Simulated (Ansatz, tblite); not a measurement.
# MoNF3: removing and adding an electron, part 2 of 2

What does removing or adding an electron cost or gain for MoNF3? Each charged state is run at several levels.

Ansatz 0.2.0, Gaussian basis; as each input shows.

## (12) Charge -1 doublet at the fixed geometry, PBE0-D4/def2-TZVPD

Contents of in.yaml:

```yaml
crystal:
  periodic: [false, false, false]
  atoms:
    - {symbol: Mo, position_ang: [-0.000219, 0.000419, -0.043845]}
    - {symbol: N, position_ang: [0.008154, -0.015379, 1.596866]}
    - {symbol: F, position_ang: [1.788708, 0.009382, -0.526794]}
    - {symbol: F, position_ang: [-0.902039, 1.554087, -0.498164]}
    - {symbol: F, position_ang: [-0.894604, -1.548508, -0.528062]}
basis:
  gaussian: {orbitals: def2-TZVPD, initial_orbitals: start.molden}
total_charge: -1
magnetization: {spin_polarized: true, initial_magnetization: 1}
hamiltonian: {xc: pbe0, dispersion: d4}
scf: {omitted_lower_state_checks: [starts]}
output: {orbitals: {seedname: orbitals}}
```

On the command line:

```sh
$ ansatz run in.yaml --threads 4 --pin off --events-out ev --progress --plain --max-ram 3916MiB
```

Standard output:

```text
Functional definition: PBE0
  name "PBE0"
  cite "Adamo & Barone, J. Chem. Phys. 110, 6158 (1999) doi:10.1063/1.478522"
  cite "Perdew, Burke & Ernzerhof, Phys. Rev. Lett. 77, 3865 (1996) doi:10.1103/PhysRevLett.77.3865"
  parent pbe
  parameter a = 0.25
  parameter kappa = 0.804
  parameter beta = 0.06672455060314922
  exchange = (1 - a)*pbe_x(kappa = kappa, mu = beta*pi^2/3) + a*exact_x
  correlation = pbe_c(beta = beta)
these checks for a lower state are left out or cut short: starts
1148 factors; their error is unknown
mean field evaluation 1: about -11491.1366 eV, gradient 1.5e2 eV
mean field evaluation 2: about -11495.9377 eV, gradient 5.8e0 eV
mean field evaluation 4: about -11496.2506 eV, gradient 4.0e-3 eV
mean field evaluation 8: about -11496.3459 eV, gradient 1.8e-5 eV
mean field -11496.34593648 eV, -422.4829206625 hartree, gradient 7.2e-6 eV, S^2 0.756281; 0 other end points of the search recorded, 0 dependent functions left out
reference -11496.34598406 eV, -422.4829224110 hartree; 25, 24 occupied and 172, 173 virtual orbitals, 1148 factors
Total energy: -11496.45452116 eV, -422.4869110758 hartree
Checks for a lower state left out: starts
```

Wall time 12 s (4 threads of Arm Neoverse V1, shared host); peak memory 0.8 GiB.

Report: HOMO 1.02 eV, LUMO 3.72 eV (over both spins); ⟨S²⟩ 0.756 (pure: 0.75). Doubts: highest occupied level lies above zero.

## (13) Charge -1 doublet at the fixed geometry, PBE-D4/def2-TZVPD

Edit in.yaml of step 12 so:

```diff
@@ -12,3 +12,3 @@
 magnetization: {spin_polarized: true, initial_magnetization: 1}
-hamiltonian: {xc: pbe0, dispersion: d4}
+hamiltonian: {xc: pbe, dispersion: d4}
 scf: {omitted_lower_state_checks: [starts]}
```

Launched as before.

Standard output:

```text
Functional definition: PBE
  name "PBE"
  cite "Perdew, Burke & Ernzerhof, Phys. Rev. Lett. 77, 3865 (1996) doi:10.1103/PhysRevLett.77.3865"
  parent pbe
  parameter kappa = 0.804
  parameter beta = 0.06672455060314922
  exchange = pbe_x(kappa = kappa, mu = beta*pi^2/3)
  correlation = pbe_c(beta = beta)
these checks for a lower state are left out or cut short: starts
1078 factors; their error is unknown
mean field evaluation 1: about -11498.0016 eV, gradient 7.9e0 eV
mean field evaluation 2: about -11498.1938 eV, gradient 2.4e-1 eV
mean field evaluation 4: about -11498.1898 eV, gradient 9.2e-2 eV
mean field evaluation 8: about -11498.1898 eV, gradient 5.0e-5 eV
mean field evaluation 16: about -11498.1898 eV, gradient 1.8e-6 eV
mean field -11498.18977802 eV, -422.5506805894 hartree, gradient 4.7e-6 eV, S^2 0.753344; 0 other end points of the search recorded, 0 dependent functions left out
reference -11498.18983811 eV, -422.5506827974 hartree; 25, 24 occupied and 172, 173 virtual orbitals, 1078 factors
Total energy: -11498.31928189 eV, -422.5554397688 hartree
Checks for a lower state left out: starts
```

Wall time 8 s (4 threads of Arm Neoverse V1, shared host).

From the report: HOMO 2.66 eV, LUMO 2.87 eV (over both spins); ⟨S²⟩ 0.753 (pure: 0.75). Doubts: highest occupied level lies above zero.

## (14) Charge -1 doublet at the fixed geometry, r2SCAN-D4/def2-TZVPD

Edit in.yaml of step 13 so:

```diff
@@ -12,3 +12,3 @@
 magnetization: {spin_polarized: true, initial_magnetization: 1}
-hamiltonian: {xc: pbe, dispersion: d4}
+hamiltonian: {xc: r2scan, dispersion: d4}
 scf: {omitted_lower_state_checks: [starts]}
```

Same command.

Standard output:

```text
Functional definition: r2SCAN
  name "r2SCAN"
  cite "Furness, Kaplan, Ning, Perdew & Sun, J. Phys. Chem. Lett. 11, 8208 (2020) doi:10.1021/acs.jpclett.0c02405"
  cite "Furness, Kaplan, Ning, Perdew & Sun, J. Phys. Chem. Lett. 11, 9248 (2020) doi:10.1021/acs.jpclett.0c03077"
  parent r2scan
  parameter k0 = 0.174
  parameter k1 = 0.065
  parameter a1 = 4.9479
  exchange = r2scan_x(k0 = k0, k1 = k1, a1 = a1)
  correlation = r2scan_c
these checks for a lower state are left out or cut short: starts
1078 factors; their error is unknown
mean field evaluation 1: about -11503.3934 eV, gradient 4.1e0 eV
mean field evaluation 2: about -11503.4490 eV, gradient 6.3e-2 eV
mean field evaluation 4: about -11503.4443 eV, gradient 3.9e-4 eV
mean field evaluation 8: about -11503.4443 eV, gradient 7.1e-5 eV
mean field -11503.44429014 eV, -422.7437803481 hartree, gradient 7.2e-6 eV, S^2 0.757885; 0 other end points of the search recorded, 0 dependent functions left out
reference -11503.44432798 eV, -422.7437817388 hartree; 25, 24 occupied and 172, 173 virtual orbitals, 1078 factors
Total energy: -11503.47377652 eV, -422.7448639525 hartree
Checks for a lower state left out: starts
```

Run time: 18 s. Hardware: 4 threads of Arm Neoverse V1, shared host; peak memory 0.55 GiB.

HOMO 2.38 eV, LUMO 3.01 eV (over both spins); ⟨S²⟩ 0.758 (pure: 0.75). Doubts: highest occupied level lies above zero.

## (15) Vertical electron affinity

Starting state less charged state (positive: the electron is bound), singlet to doublet; the starting state's energies are those of its earlier runs.

| level | vertical electron affinity (eV) | time |
| --- | --- | --- |
| PBE-D4/def2-TZVPD | +0.76 | 10 s |
| r2SCAN-D4/def2-TZVPD | +0.90 | 21 s |
| PBE0-D4/def2-TZVPD | +1.20 | 15 s |

Times add the two runs; a level without a time comes out of a correlated run.

Beside −ε(LUMO) of the starting state:

| level | −ε(LUMO) (eV) | by difference (eV) | mismatch (eV) |
| --- | --- | --- | --- |
| PBE-D4/def2-TZVPD | 4.21 | 0.76 | +3.44 |
| r2SCAN-D4/def2-TZVPD | 4.17 | 0.90 | +3.27 |
| PBE0-D4/def2-TZVPD | 3.38 | 1.20 | +2.18 |

## (16) Relaxing the charge -1 doublet

Edit in.yaml of step 14 so:

```diff
@@ -9,7 +9,8 @@
 basis:
-  gaussian: {orbitals: def2-TZVPD, initial_orbitals: start.molden}
+  gaussian: {orbitals: def2-SVPD}
 total_charge: -1
 magnetization: {spin_polarized: true, initial_magnetization: 1}
-hamiltonian: {xc: r2scan, dispersion: d4}
+hamiltonian: {xc: pbe, dispersion: d4}
 scf: {omitted_lower_state_checks: [starts]}
 output: {orbitals: {seedname: orbitals}}
+relax: {f_tol: 0.02, max_steps: 100}
```

Same command.

Standard output, cut to the lines that bear on the results:

```text
Functional definition: PBE
  name "PBE"
  cite "Perdew, Burke & Ernzerhof, Phys. Rev. Lett. 77, 3865 (1996) doi:10.1103/PhysRevLett.77.3865"
  parent pbe
[...]
1036 factors; their error is unknown
[...]
mean field -11486.56046128 eV, -422.1233110816 hartree, gradient 5.1e-6 eV, S^2 0.753323; 0 other end points of the search recorded, 0 dependent functions left out
[...]
reference -11486.56051641 eV, -422.1233131076 hartree; 25, 24 occupied and 98, 99 virtual orbitals, 1036 factors
relax step   1: F+E_penalty+E_count = -11486.68990506 eV  Δ(F+E_penalty+E_count) = +0.000e0 eV  max|allowed force component| = 3.233e0 eV/Å  Δτ_max = 0.0000 Å  (82 SCF iters, accepted)
[...]
relax step   5: F+E_penalty+E_count = -11487.58022815 eV  Δ(F+E_penalty+E_count) = -1.705e-3 eV  max|allowed force component| = 5.018e-2 eV/Å  Δτ_max = 0.0142 Å  (39 SCF iters, accepted)
[...]
1036 factors; their error is unknown
mean field -11487.51969290 eV, -422.1585621936 hartree, gradient 8.1e-6 eV, S^2 0.755609; 0 other end points of the search recorded, 0 dependent functions left out
[...]
reference -11487.51974645 eV, -422.1585641613 hartree; 25, 24 occupied and 98, 99 virtual orbitals, 1036 factors
Total energy: -11487.64424507 eV, -422.1631394014 hartree
Atom 0 at    -0.071786    -0.130484     0.080009 Å, force     0.002190     0.001749     0.002552 eV/Å
Atom 1 at     0.008553    -0.030135     1.733382 Å, force    -0.001144    -0.000816    -0.002078 eV/Å
Atom 2 at     1.711636     0.286786    -0.640507 Å, force    -0.001704    -0.000817    -0.000497 eV/Å
Atom 3 at    -0.661627     1.616949    -0.606840 Å, force     0.000150     0.000101    -0.000071 eV/Å
Atom 4 at    -0.986776    -1.743115    -0.566043 Å, force     0.000509    -0.000218     0.000094 eV/Å
Dipole moment:    -0.145832    -0.254899    -0.206199 e Å
Checks for a lower state left out: starts
```

Wall time 48 s (4 threads of Arm Neoverse V1, shared host).

Relaxation path:

| step | energy from step 1 (eV) | largest force component (eV/Å) |
| --- | --- | --- |
| 1 | 0.0000 | 3.2326 |
| 2 | -0.8154 | 1.4432 |
| 3 | -0.8667 | 0.5626 |
| 4 | -0.8886 | 0.2271 |
| 5 | -0.8903 | 0.0502 |
| 6 | -0.8906 | 0.0210 |
| 7 | -0.8906 | 0.0055 |
| 8 | -0.8907 | 0.0216 |
| 9 | -0.8908 | 0.0505 |
| 10 | -0.8916 | 0.1133 |
| 11 | -0.8957 | 0.2349 |
| 12 | -0.9086 | 0.4217 |
| 13 | -0.9257 | 0.4499 |
| 14 | -0.9293 | 0.2877 |
| 15 | -0.9464 | 0.3563 |
| 16 | -0.9539 | 0.0474 |
| 17 | -0.9543 | 0.0207 |
| 18 | -0.9543 | 0.0026 |

The force was under the threshold of 0.02 eV/Å already at step 7, but the program went on to step 18.

Distances of close pairs at the start and the end, largest changes first:

| bond | before (Å) | after (Å) | change (Å) |
| --- | --- | --- | --- |
| Mo1–F3 | 1.853 | 1.968 | +0.115 |
| Mo1–F4 | 1.853 | 1.968 | +0.115 |
| Mo1–F5 | 1.853 | 1.963 | +0.110 |
| Mo1–N2 | 1.641 | 1.658 | +0.018 |

## (17) Charge -1 doublet, PBE0-D4/def2-TZVPD

Contents of in.yaml:

```yaml
crystal:
  periodic: [false, false, false]
  atoms:
    - {symbol: Mo, position_ang: [-0.071786, -0.130484, 0.080009]}
    - {symbol: N, position_ang: [0.008553, -0.030135, 1.733382]}
    - {symbol: F, position_ang: [1.711636, 0.286786, -0.640507]}
    - {symbol: F, position_ang: [-0.661627, 1.616949, -0.606840]}
    - {symbol: F, position_ang: [-0.986776, -1.743115, -0.566043]}
basis:
  gaussian: {orbitals: def2-TZVPD, initial_orbitals: start.molden}
total_charge: -1
magnetization: {spin_polarized: true, initial_magnetization: 1}
hamiltonian: {xc: pbe0, dispersion: d4}
scf: {omitted_lower_state_checks: [starts]}
output: {orbitals: {seedname: orbitals}}
```

Same command.

Standard output:

```text
Functional definition: PBE0
  name "PBE0"
  cite "Adamo & Barone, J. Chem. Phys. 110, 6158 (1999) doi:10.1063/1.478522"
  cite "Perdew, Burke & Ernzerhof, Phys. Rev. Lett. 77, 3865 (1996) doi:10.1103/PhysRevLett.77.3865"
  parent pbe
  parameter a = 0.25
  parameter kappa = 0.804
  parameter beta = 0.06672455060314922
  exchange = (1 - a)*pbe_x(kappa = kappa, mu = beta*pi^2/3) + a*exact_x
  correlation = pbe_c(beta = beta)
these checks for a lower state are left out or cut short: starts
1148 factors; their error is unknown
mean field evaluation 1: about -11492.9208 eV, gradient 1.5e2 eV
mean field evaluation 2: about -11496.9519 eV, gradient 3.8e0 eV
mean field evaluation 4: about -11497.1254 eV, gradient 2.5e-1 eV
mean field evaluation 8: about -11497.1259 eV, gradient 2.4e-5 eV
mean field -11497.12586297 eV, -422.5115824324 hartree, gradient 3.5e-5 eV, S^2 0.761805; 0 other end points of the search recorded, 0 dependent functions left out
reference -11497.12590807 eV, -422.5115840897 hartree; 25, 24 occupied and 172, 173 virtual orbitals, 1148 factors
Total energy: -11497.23081688 eV, -422.5154394173 hartree
Checks for a lower state left out: starts
```

Wall time 5.5 s (4 threads of Arm Neoverse V1, shared host); peak memory 0.56 GiB.

HOMO -0.90 eV, LUMO 2.78 eV (over both spins); ⟨S²⟩ 0.762 (pure: 0.75).

## (18) Charge -1 doublet, PBE-D4/def2-TZVPD

Edit in.yaml of step 17 so:

```diff
@@ -12,3 +12,3 @@
 magnetization: {spin_polarized: true, initial_magnetization: 1}
-hamiltonian: {xc: pbe0, dispersion: d4}
+hamiltonian: {xc: pbe, dispersion: d4}
 scf: {omitted_lower_state_checks: [starts]}
```

The command is unchanged.

Standard output:

```text
Functional definition: PBE
  name "PBE"
  cite "Perdew, Burke & Ernzerhof, Phys. Rev. Lett. 77, 3865 (1996) doi:10.1103/PhysRevLett.77.3865"
  parent pbe
  parameter kappa = 0.804
  parameter beta = 0.06672455060314922
  exchange = pbe_x(kappa = kappa, mu = beta*pi^2/3)
  correlation = pbe_c(beta = beta)
these checks for a lower state are left out or cut short: starts
1078 factors; their error is unknown
mean field evaluation 1: about -11498.9257 eV, gradient 7.9e0 eV
mean field evaluation 2: about -11499.1327 eV, gradient 2.8e-1 eV
mean field evaluation 4: about -11499.1268 eV, gradient 9.4e-2 eV
mean field evaluation 8: about -11499.1268 eV, gradient 1.1e-5 eV
mean field -11499.12680045 eV, -422.5851155286 hartree, gradient 1.1e-5 eV, S^2 0.755606; 0 other end points of the search recorded, 0 dependent functions left out
reference -11499.12685723 eV, -422.5851176149 hartree; 25, 24 occupied and 172, 173 virtual orbitals, 1078 factors
Total energy: -11499.25135584 eV, -422.5896928547 hartree
Checks for a lower state left out: starts
```

Run time: 3.2 s. Hardware: 4 threads of Arm Neoverse V1, shared host.

From the report: HOMO 0.84 eV, LUMO 1.83 eV (over both spins); ⟨S²⟩ 0.756 (pure: 0.75). Doubts: highest occupied level lies above zero.

## (19) Adiabatic electron affinity

Starting state less charged state (positive: the electron is bound), singlet to doublet; the starting state's energies are those of its earlier runs.

| level | adiabatic electron affinity (eV) | time |
| --- | --- | --- |
| PBE-D4/def2-TZVPD | +1.69 | 5.2 s |
| PBE0-D4/def2-TZVPD | +1.97 | 8.6 s |

Times add the two runs; a level without a time comes out of a correlated run.

## (20) Outcome

What follows sums up all 2 parts.

| quantity | value |
| --- | --- |
| vertical ionisation energy, functionals in def2-TZVP | 11.95 (PBE-D4) to 12.33 eV (PBE0-D4) |
| adiabatic ionisation energy, functionals in def2-TZVP | 11.56 (PBE-D4) to 11.89 eV (PBE0-D4) |
| vertical electron affinity, functionals in def2-TZVPD | 0.76 (PBE-D4) to 1.20 eV (PBE0-D4) |
| adiabatic electron affinity, functionals in def2-TZVPD | 1.69 (PBE-D4) to 1.97 eV (PBE0-D4) |
| relaxation of the cation side, PBE-D4/def2-TZVP | 0.39 eV |
| relaxation of the anion side, PBE-D4/def2-TZVPD | 0.93 eV |

What this shows: The vertical ionisation energy spans 11.95 to 12.33 eV over the functionals. −ε(HOMO) misses the level's own difference by -2.32 eV at best (PBE0-D4) and -3.64 eV at worst (PBE-D4). The adiabatic ionisation energy spans 11.56 to 11.89 eV over the functionals. The vertical electron affinity spans 0.76 to 1.20 eV over the functionals. The anion's highest level lies above zero where self-interaction lifts it, so diffuse functions weigh on these values. −ε(LUMO) misses the level's own difference by +2.18 eV at best (PBE0-D4) and +3.44 eV at worst (PBE-D4). The adiabatic electron affinity spans 1.69 to 1.97 eV over the functionals. The anion's highest level lies above zero where self-interaction lifts it, so diffuse functions weigh on these values. Relaxing the oxidised state gains 0.39 eV at PBE-D4/def2-TZVP. Relaxing the reduced state gains 0.93 eV at PBE-D4/def2-TZVPD. The charged states' spins were chosen beforehand and needn't be their lowest.

The anion's highest level is positive in at least one run, so there the basis alone may hold the extra electron.
